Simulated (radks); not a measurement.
# The first electron to leave La¹¹⁺

La¹¹⁺ stands in [Kr] 4d10. From which sub-shell is an electron easiest to take? Each removal is a run of its own. The parent's configuration is the lowest that an earlier search found at this level.

The numbers are computed with radks (a radial shooting solver on a logarithmic mesh, Libxc functionals) version 1 (scalar-relativistic Kohn-Sham, PBE, spin-polarised, spherical densities, finite nucleus; open shells are filled with parallel spins first), except any that are marked as measured or tabulated.

8 further runs of the same task are left out: 2 that didn't finish, 6 set aside as unsound or not needed.

## (1) The system

* element: lanthanum (Z = 57)
* charge: +11
* electrons: 46
* configuration: [Kr] 4d10
* nuclear rms radius: 4.855 fm

The outer shells:

La¹¹⁺
```
[Kr] core
4d [↑↓][↑↓][↑↓][↑↓][↑↓]
```

## (2) The parent, La¹¹⁺

From an earlier run at this level the parent has E = -8461.270006 hartree and these outer levels (eV):

```
level  occupation  energy (eV)
   2s           2      -6336.8
   2p           6      -5697.5
   3s           2      -1485.5
   3p           6      -1281.3
   3d          10      -987.88
   4s           2      -427.89
   4p           6      -360.86
   4d          10      -263.34
```

## (3) Remove 4d: [Kr] 4d9

Settings of this run:

```text
Z 57
configuration [Kr] 4d9
relativity scalar-relativistic
functional pbe,pbe
spin polarised
nucleus finite rms 4.855 fm
c 137.035999084
```

## (4) Remove 4p: [Ar] 3d10 4s2 4p5 4d10

Changes since step 3:

```diff
@@ -1,3 +1,3 @@
 Z 57
-configuration [Kr] 4d9
+configuration [Ar] 3d10 4s2 4p5 4d10
 relativity scalar-relativistic
```

## (5) Remove 4s: [Ar] 3d10 4s1 4p6 4d10

Settings of this run:

```text
Z 57
configuration [Ar] 3d10 4s1 4p6 4d10
relativity scalar-relativistic
functional pbe,pbe
spin polarised
nucleus finite rms 4.855 fm
c 137.035999084
```

## (6) Remove 3d: [Ar] 3d9 4s2 4p6 4d10

Settings of this run:

```text
Z 57
configuration [Ar] 3d9 4s2 4p6 4d10
relativity scalar-relativistic
functional pbe,pbe
spin polarised
nucleus finite rms 4.855 fm
c 137.035999084
```

Q: Predict the outcome of this session. Wanted: for each run, case; final configuration; Δ-SCF; −ε of the level emptied.

**Answer**, as computed:

```
     case     final configuration  Δ-SCF (eV)  −ε of the level emptied (eV)
remove 4d                [Kr] 4d9      277.28                        263.34
remove 4p  [Ar] 3d10 4s2 4p5 4d10      375.58                        360.86
remove 4s  [Ar] 3d10 4s1 4p6 4d10      443.19                        427.89
remove 3d   [Ar] 3d9 4s2 4p6 4d10      1019.5                        987.88
```

The 4d electron leaves first, at 277.28 eV; the next cheapest, 4p, costs 375.58 eV. 4d is also the highest occupied level of the parent. NIST lists 275 eV (theoretical), between the same two configurations. Open shells are spherical and high-spin; term and fine-structure splittings are not resolved. Spin-orbit splitting is averaged out at the scalar-relativistic level.
